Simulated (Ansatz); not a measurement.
# SnO: the cost of one run

Computed with Ansatz 0.2.0 (DFT PBEsol, scalar-relativistic, plane waves, PAW, unless a step's input says otherwise).

2 further runs of the same task are left out: 1 that didn't finish, 1 set aside as unsound or not needed.

### 1 Starting point

It takes space group P4/nmm (No. 129, tetragonal). The conventional cell has a = 3.804 Å, b = 3.804 Å, c = 4.751 Å, α = 90.00°, β = 90.00°, γ = 90.00°. Sn (site symmetry 4mm) is surrounded by 4 O at 2.22 Å. Around O (site symmetry -4m2) lie 4 Sn at 2.22 Å.

Coordinates:

```xyz
4
Lattice="3.8043 0.0000 0.0000 0.0000 3.8043 0.0000 0.0000 0.0000 4.7506" Properties=species:S:1:pos:R:3 pbc="T T T"
Sn    0.0000    1.9021    1.1519
Sn    1.9021    0.0000    3.5987
O     0.0000    0.0000    0.0000
O     1.9021    1.9021    0.0000
```

This cell was relaxed beforehand with the same method: volume 17.19 Å³/atom, gap on the mesh none (metal).

### 2 What is varied

The energy is mapped over the lattice constants a and c of the conventional cell.

- lattice constant a (and b): 5 values from 3.538 to 4.071 Å
- lattice constant c: 5 values from 4.513 to 4.988 Å

Nothing else is relaxed (fractional coordinates fixed). Energies count from the relaxed crystal. Points are written as (first, second).

### 3 Grid point (3.538 Å, 4.869 Å)

The input, input.yaml:

```yaml
crystal:
  lattice:
    - [3.538, 0.0, 0.0]
    - [0.0, 3.538, 0.0]
    - [0.0, 0.0, 4.8693]
  atoms:
    - { symbol: Sn, position: [0.0, 0.5, 0.242465606] }
    - { symbol: Sn, position: [0.5, 0.0, 0.757534394] }
    - { symbol: O, position: [0.0, 0.0, 0.0] }
    - { symbol: O, position: [0.5, 0.5, 0.0] }
basis:
  ecutwfc: 520.0
kpoints:
  mp_grid: { grid: [10, 10, 8] }
hamiltonian:
  xc: pbesol
  pseudopotentials: { kind: paw, azcp: { folder: soft_1 } }
scf:
  occupations: { method: gaussian, width: 0.15 }
output:
  forces: true
  stress: true
  eigenvalues: true
```

The run is started by

```bash
$ ansatz run input.yaml --threads 1 --pin off --max-ram 2048MiB --backend cpu --events-out ev --progress --plain --runs-dir out
```

What time and memory should one allow on 1 thread of Intel Xeon Platinum 8175M at 2.50GHz (Skylake/Cascade Lake), shared host?

About 21 s, with a peak of 0.47 GiB.
